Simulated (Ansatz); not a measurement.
# CH4SeSn: up Jacob's ladder to CCSD(T)

An exercise on one series of results from a longer session: the logs are not shown, and one member is left open.

Program: Ansatz 0.2.0, Gaussian basis. Level of theory: functionals in def2-TZVPP, the program's frozen cores in correlated methods. These are calculated values, not measurements.

Plan: LDA (SPW92), PBE-D4, revPBE-D4, BLYP-D4, r2SCAN-D4, B97M-V, PBE0-D4, B3LYP-D4, r2SCANh-D4, r2SCAN0-D4, HSE06-D4, BHLYP-D4, CAM-B3LYP-D4, LC-ωPBE, ωB97X-V, ωB97M-V, B2PLYP, PBE-QIDH; CCSD(T)/def2-SVP; CCSD(T)/def2-TZVPP; MP2/def2-QZVPP; extrapolation to the limit; RPA on PBE.

## The relaxed structure

An earlier PBE0-D4 in a triple-zeta def2 set relaxation fixed the geometry. Sn takes the def2 core potential; no spin-orbit term is included.

SMILES `[CH2]1[Se][SnH2]1`, 7 atoms, charge 0, spin multiplicity 1.

Atoms are counted from 1 here; the program's logs count them from 0.

Bond lengths: C1–Se2 2.002 Å, C1–Sn3 2.114 Å, C1–H4 1.084 Å, C1–H5 1.084 Å, Se2–Sn3 2.498 Å, Sn3–H6 1.693 Å, Sn3–H7 1.693 Å. Angles: Se2–C1–Sn3 74.7°, Se2–C1–H4 113.0°, Se2–C1–H5 113.0°, Sn3–C1–H4 118.0°, Sn3–C1–H5 118.0°, H4–C1–H5 114.0°, C1–Se2–Sn3 54.7°, C1–Sn3–Se2 50.6°, C1–Sn3–H6 119.8°, C1–Sn3–H7 119.8°, Se2–Sn3–H6 116.7°, Se2–Sn3–H7 116.7°, H6–Sn3–H7 116.5°.

The first run:

The input, in.yaml:

```yaml
crystal:
  periodic: [false, false, false]
  atoms:
    - {symbol: C, position_ang: [-0.708855, -0.426434, -0.700843]}
    - {symbol: Se, position_ang: [-0.356027, -1.692392, 0.808998]}
    - {symbol: Sn, position_ang: [0.699922, 0.554571, 0.532687]}
    - {symbol: H, position_ang: [-1.725664, -0.050103, -0.709943]}
    - {symbol: H, position_ang: [-0.369644, -0.803951, -1.658980]}
    - {symbol: H, position_ang: [0.187546, 1.771920, 1.592240]}
    - {symbol: H, position_ang: [2.334124, 0.578389, 0.090041]}
basis:
  gaussian: {orbitals: def2-TZVPP}
hamiltonian: {xc: lda}
output: {orbitals: {seedname: orbitals}}
```

Run with:

```sh
$ ansatz run in.yaml --threads 2 --pin off --events-out ev --progress --plain --max-ram 4352MiB
```

Steps of the session up to this table: LDA; PBE-D4 (GGA); revPBE-D4 (GGA); BLYP-D4 (GGA); r2SCAN-D4 (meta-GGA); B97M-V (meta-GGA); PBE0-D4 (hybrid); B3LYP-D4 (hybrid); r2SCANh-D4 (hybrid); r2SCAN0-D4 (hybrid); HSE06-D4 (hybrid); BHLYP-D4 (hybrid); CAM-B3LYP-D4 (range-separated); LC-ωPBE (range-separated); ωB97X-V (range-separated); ωB97M-V (range-separated); B2PLYP (double hybrid); PBE-QIDH (double hybrid).

One table of the session follows, with a row left open; its other results are not shown here.

It belongs to the step «Frontier levels by functional». 

```
  functional  HOMO (eV)  gap (eV)
 LDA (SPW92)      -5.37      3.27
      PBE-D4      -5.24      3.37
   revPBE-D4      -5.19      3.40
     BLYP-D4      -5.07      3.27
   r2SCAN-D4      -5.47      3.80
      B97M-V      -5.55      3.87
     PBE0-D4      -6.35      5.21
    B3LYP-D4      -6.12      4.75
  r2SCANh-D4      -5.89      4.48
  r2SCAN0-D4      -6.51      5.48
    HSE06-D4          ?         ?
    BHLYP-D4      -7.30      6.89
CAM-B3LYP-D4      -7.60      7.33
     LC-ωPBE      -8.94      9.70
     ωB97X-V      -8.61      9.28
     ωB97M-V      -8.49      8.94
```

Estimate the missing values for HSE06-D4.

The run gave: HOMO (eV): -5.96; gap (eV): 4.46. In the column «HOMO (eV)» it lies between B3LYP-D4 (-6.12) and r2SCANh-D4 (-5.89).
